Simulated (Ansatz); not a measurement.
**One shape, several levels: triplet AlCNClOF**

We compute a comparison of 5 runs (UB2PLYP/cc-pVDZ, UB3LYP/cc-pVDZ, UPBE/cc-pVDZ, USVWN5/cc-pVDZ, UMP2/cc-pVDZ) of triplet AlCNClOF. 

The calculation is run with Ansatz 0.2.0.

140 further runs of the same task are left out: 2 that didn't finish, 138 set aside as unsound or not needed. Runs told in other sessions of the task aren't counted.

## 1. The molecule

AlCNClOF has 6 atoms, charge 0, and is taken as a triplet. As SMILES of the parent species, `O=C=[N][Al]([F])[Cl]`. The coordinates come from a PBE0-D4/def2-TZVP relaxation. This is one conformer, not always the lowest. That shape belongs to the parent species and isn't relaxed for this state.

Bond lengths: O1–C2 1.162 Å, C2–N3 1.197 Å, N3–Al4 1.741 Å, Al4–F5 1.632 Å, Al4–Cl6 2.064 Å. Angles: O1–C2–N3 179.5°, C2–N3–Al4 174.7°, N3–Al4–F5 119.2°, N3–Al4–Cl6 121.4°, F5–Al4–Cl6 119.4°.

## 2. The energy at UB2PLYP/cc-pVDZ (run 1)

input.yaml

```yaml
crystal:
  periodic: [false, false, false]
  atoms:
    - {symbol: O, position_ang: [-1.726000, -0.301300, 2.353900]}
    - {symbol: C, position_ang: [-1.034500, -0.244700, 1.421600]}
    - {symbol: N, position_ang: [-0.321400, -0.196300, 0.461800]}
    - {symbol: Al, position_ang: [0.694800, 0.033100, -0.933400]}
    - {symbol: F, position_ang: [1.379200, -1.268200, -1.642400]}
    - {symbol: Cl, position_ang: [1.050000, 1.913400, -1.707800]}
basis:
  gaussian:
    orbitals: cc-pVDZ
accuracy: high
magnetization:
  spin_polarized: true
  initial_magnetization: 2
correlation:
  frozen_orbitals: {Al: 5, C: 1, Cl: 5, F: 1, "N": 1, O: 1}
hamiltonian:
  xc: {name: B2PLYP}
output:
  orbitals: {seedname: orbitals}
```

Started as:

```
$ ansatz run input.yaml --threads 1 --pin off --max-ram 3480MiB --events-out events.jsonl --progress --plain --runs-dir runs
```

The log of the run:

```text
Warning: RAYON_NUM_THREADS=1 ignored (pool sized by the plan → 1); use --threads N
Functional definition: B2PLYP
  name "B2PLYP"
  parameter a = 0.53
  parameter c = 0.27
  exchange = (1 - a)*b88_x + a*exact_x
  correlation = (1 - c)*lyp_c + c*(mp2_os + mp2_ss)
1929 factors; integrals over basis functions are off by at most 3.1e-9 eV
mean field evaluation 1: about -26381.7743 eV, gradient 4.0e1 eV
mean field evaluation 2: about -26381.8652 eV, gradient 4.0e1 eV
mean field evaluation 4: about -26387.9267 eV, gradient 6.3e0 eV
mean field evaluation 8: about -26388.3023 eV, gradient 1.3e0 eV
mean field evaluation 16: about -26388.5070 eV, gradient 4.1e-1 eV
mean field evaluation 32: about -26389.1837 eV, gradient 1.5e-1 eV
mean field evaluation 64: about -26389.1694 eV, gradient 1.9e-1 eV
mean field evaluation 96: about -26389.1685 eV, gradient 7.5e-1 eV
mean field -26389.18606816 eV, -969.7847007722 hartree, gradient 2.8e-8 eV, S^2 2.013783; 8 other end points of the search recorded, 0 dependent functions left out
14 core orbitals not correlated: weight in the atoms' cores, before any rotation towards them, 1.000 or more for the frozen orbitals, at most 0.000 for the correlated occupied ones
reference -26389.18609277 eV, -969.7847016764 hartree; 17, 15 occupied and 61, 63 virtual orbitals, 1929 factors
second order -26.69660685 eV of doubles, -0.00000000 eV of singles
Total energy: -26396.39417661 eV, -970.0495938720 hartree
```

Run time: 77 s. Hardware: 1 thread of Arm Neoverse V2, shared host; peak memory 0.67 GiB.

## 3. A single-point energy at UB3LYP/cc-pVDZ (run 2)

in.yaml

```yaml
crystal:
  periodic: [false, false, false]
  atoms:
    - {symbol: O, position_ang: [-1.726000, -0.301300, 2.353900]}
    - {symbol: C, position_ang: [-1.034500, -0.244700, 1.421600]}
    - {symbol: N, position_ang: [-0.321400, -0.196300, 0.461800]}
    - {symbol: Al, position_ang: [0.694800, 0.033100, -0.933400]}
    - {symbol: F, position_ang: [1.379200, -1.268200, -1.642400]}
    - {symbol: Cl, position_ang: [1.050000, 1.913400, -1.707800]}
basis:
  gaussian:
    orbitals: cc-pVDZ
magnetization:
  spin_polarized: true
  initial_magnetization: 2
hamiltonian:
  xc: {name: B3LYP}
accuracy: high
output: {orbitals: {seedname: orbitals}}
```

Started as:

```
$ ansatz run in.yaml --threads 1 --pin off --max-ram 3480MiB --events-out events.jsonl --progress --plain --runs-dir runs
```

The log of the run, cut to the lines that bear on the results:

```text
Warning: RAYON_NUM_THREADS=1 ignored (pool sized by the plan → 1); use --threads N
Functional definition: B3LYP
  name "B3LYP"
[...]
1929 factors; integrals over basis functions are off by at most 3.1e-9 eV
[...]
mean field -26410.54799594 eV, -970.5697371383 hartree, gradient 3.0e-8 eV, S^2 2.005866; 9 other end points of the search recorded, 0 dependent functions left out
reference -26410.54803416 eV, -970.5697385430 hartree; 31, 29 occupied and 61, 63 virtual orbitals, 1929 factors
Total energy: -26410.54803416 eV, -970.5697385430 hartree
```

It took 2.1 min on 1 thread of Arm Neoverse V2, shared host; peak memory 0.61 GiB.

Run 3 isn't shown in full; the table further down has it.

## 4. A single-point energy at USVWN5/cc-pVDZ (run 4)

molecule.yaml

```yaml
crystal:
  periodic: [false, false, false]
  atoms:
    - {symbol: O, position_ang: [-1.726000, -0.301300, 2.353900]}
    - {symbol: C, position_ang: [-1.034500, -0.244700, 1.421600]}
    - {symbol: "N", position_ang: [-0.321400, -0.196300, 0.461800]}
    - {symbol: Al, position_ang: [0.694800, 0.033100, -0.933400]}
    - {symbol: F, position_ang: [1.379200, -1.268200, -1.642400]}
    - {symbol: Cl, position_ang: [1.050000, 1.913400, -1.707800]}
basis:
  gaussian:
    orbitals: cc-pVDZ
total_charge: 0
magnetization:
  spin_polarized: true
  initial_magnetization: 2
hamiltonian:
  xc: {name: SVWN5}
accuracy: high
output:
  orbitals: {seedname: orbitals}
```

Started as:

```
$ ansatz run molecule.yaml --threads 1 --pin off --max-ram 3480MiB --events-out events.jsonl --progress --plain --runs-dir runs
```

The log of the run, cut to the lines that bear on the results:

```text
Warning: RAYON_NUM_THREADS=1 ignored (pool sized by the plan → 1); use --threads N
Functional definition: SVWN5
  name "SVWN5"
[...]
1929 factors; integrals over basis functions are off by at most 3.1e-9 eV
[...]
mean field -26288.23517227 eV, -966.0748237751 hartree, gradient 3.1e-8 eV, S^2 2.001762; 17 other end points of the search recorded, 0 dependent functions left out
reference -26288.23517558 eV, -966.0748238968 hartree; 31, 29 occupied and 61, 63 virtual orbitals, 1929 factors
Total energy: -26288.23517558 eV, -966.0748238968 hartree
```

Wall time 35 s (1 thread of Arm Neoverse V2, shared host); peak memory 0.29 GiB.

## 5. The energy at UMP2/cc-pVDZ (run 5)

input.yaml

```yaml
basis:
  gaussian:
    orbitals: cc-pVDZ
crystal:
  periodic: [false, false, false]
  atoms:
    - {symbol: O, position_ang: [-1.726000, -0.301300, 2.353900]}
    - {symbol: C, position_ang: [-1.034500, -0.244700, 1.421600]}
    - {symbol: "N", position_ang: [-0.321400, -0.196300, 0.461800]}
    - {symbol: Al, position_ang: [0.694800, 0.033100, -0.933400]}
    - {symbol: F, position_ang: [1.379200, -1.268200, -1.642400]}
    - {symbol: Cl, position_ang: [1.050000, 1.913400, -1.707800]}
accuracy: high
correlation:
  method: mp2
  frozen_orbitals: {Al: 5, C: 1, Cl: 5, F: 1, "N": 1, O: 1}
magnetization:
  spin_polarized: true
  initial_magnetization: 2
```

Started as:

```
$ ansatz run input.yaml --threads 1 --pin off --max-ram 3480MiB --events-out events.jsonl --progress --plain --runs-dir runs
```

The log of the run, cut to the lines that bear on the results:

```text
Warning: RAYON_NUM_THREADS=1 ignored (pool sized by the plan → 1); use --threads N
Functional definition: HF
  name "HF"
[...]
1929 factors; integrals over basis functions are off by at most 3.1e-9 eV
[...]
mean field -26341.67107886 eV, -968.0385571221 hartree, gradient 2.7e-8 eV, S^2 2.037207; 14 other end points of the search recorded, 0 dependent functions left out
14 core orbitals not correlated: weight in the atoms' cores, before any rotation towards them, 1.000 or more for the frozen orbitals, at most 0.000 for the correlated occupied ones
reference -26341.67107886 eV, -968.0385571221 hartree; 17, 15 occupied and 61, 63 virtual orbitals, 1929 factors
second order -21.43592274 eV of doubles, -0.00000000 eV of singles
Total energy: -26363.10700160 eV, -968.8263127529 hartree
```

It took 53 s on 1 thread of Arm Neoverse V2, shared host; peak memory 0.54 GiB.

## 6. All runs side by side

| run | level | frozen core orbitals | energy (Eh) | HOMO energy (eV) | ⟨S²⟩ | wall time |
| --- | --- | --- | --- | --- | --- | --- |
| 1 | UB2PLYP/cc-pVDZ | 14 | -970.049594 | -3.95 | 2.014 | 77 s |
| 2 | UB3LYP/cc-pVDZ | – | -970.569739 | -3.13 | 2.006 | 2.1 min |
| 3 | UPBE/cc-pVDZ | – | -969.948773 | -2.29 | 2.004 | 59 s |
| 4 | USVWN5/cc-pVDZ | – | -966.074824 | -2.32 | 2.002 | 35 s |
| 5 | UMP2/cc-pVDZ | 14 | -968.826313 | – | 2.037 | 53 s |

## 7. Outcome

```
                                           quantity          value
                                run 5: total energy  -968.82631 Eh
run 5: correlation energy (14 core orbitals frozen)     -787.8 mEh
           run 5: ⟨S²⟩ of the reference determinant          2.037
```

In words: Totals of different functionals can't be ranked against each other. All runs together took 5.8 min, the longest 2.1 min.
